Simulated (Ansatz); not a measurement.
**Be2SbCl: one candidate of a structure search**

Aim: relax a trial structure of Be2SbCl and see where it ends.

Computed with Ansatz 0.2.0 (DFT PBE, scalar-relativistic, plane waves, PAW, unless a step's input says otherwise).

## Step 1: The structure to begin with

It takes space group Cmmm (No. 65, orthorhombic). The conventional cell has a = 5.131 Å, b = 5.921 Å, c = 5.546 Å, α = 90.00°, β = 90.00°, γ = 90.00°. Around Be (site symmetry mm2) lie 1 Sb at 1.83 Å and 1 Be at 1.88 Å. Around Sb (site symmetry mmm) lie 2 Be at 1.83 Å. Cl (site symmetry mmm) is surrounded by 8 Be at 2.73 to 3.11 Å.

Coordinates:

```xyz
4
Lattice="2.5653 -2.9604 0.0000 2.5653 2.9604 0.0000 0.0000 0.0000 5.5457" Properties=species:S:1:pos:R:3 pbc="T T T"
Be    2.5653    0.0000    3.7123
Be    2.5653    0.0000    1.8334
Sb    2.5653    0.0000    0.0000
Cl    0.0000    0.0000    2.7729
```

A structure generator made this guess: random cell by space group and Wyckoff sites (Cmmm, No. 65). The dimensions are guesses.

## Step 2: The guess as it stands, on a coarse mesh

Contents of input.yaml:

```yaml
crystal:
  lattice:
    - [2.5653065, -2.96038097, 0.0]
    - [2.5653065, 2.96038097, 0.0]
    - [0.0, 0.0, 5.54571316]
  atoms:
    - { symbol: Be, position: [0.5, 0.5, 0.66939406] }
    - { symbol: Be, position: [0.5, 0.5, 0.33060594] }
    - { symbol: Sb, position: [0.5, 0.5, 0.0] }
    - { symbol: Cl, position: [0.0, 0.0, 0.5] }
basis:
  ecutwfc: 420
kpoints:
  mp_grid: { grid: [4, 4, 4] }
hamiltonian:
  xc: pbe
scf:
  occupations: { method: gaussian, width: 0.1 }
  lower_state_search: "off"
output:
  forces: true
  stress: true
  eigenvalues: true
```

Command:

```console
ansatz run input.yaml --threads 1 --pin off --max-ram 2048MiB --backend cpu --events-out ev --progress --plain --runs-dir out
```

Further runs follow: coarse relaxation; relaxation on the finer mesh.

Q: Predict the outcome of this session. Wanted: conventional cell; volume; energy over the elements; gap on the mesh.

As calculated:

```
                                                              quantity                                                                      value
                                symmetry at the end (tolerance 0.05 Å)                                                  space group Cmmm (No. 65)
                                                     conventional cell  a = 4.736 Å, b = 5.145 Å, c = 6.672 Å, α = 90.00°, β = 90.00°, γ = 90.00°
                                                                volume                                                              20.32 Å³/atom
energy over the elements (uncorrected; H, N, O, F and Cl as molecules)                                                              +0.47 eV/atom
                                                       gap on the mesh                                                               none (metal)
```

In words: The space group Cmmm (No. 65) is kept, and the volume per atom shrinks by 3.5 % from the first guess. With a positive formation energy it can't be a ground state. No finished test with a distortion of lower symmetry is shown, so the end may be a saddle point. Spin-orbit coupling is left out for Sb.
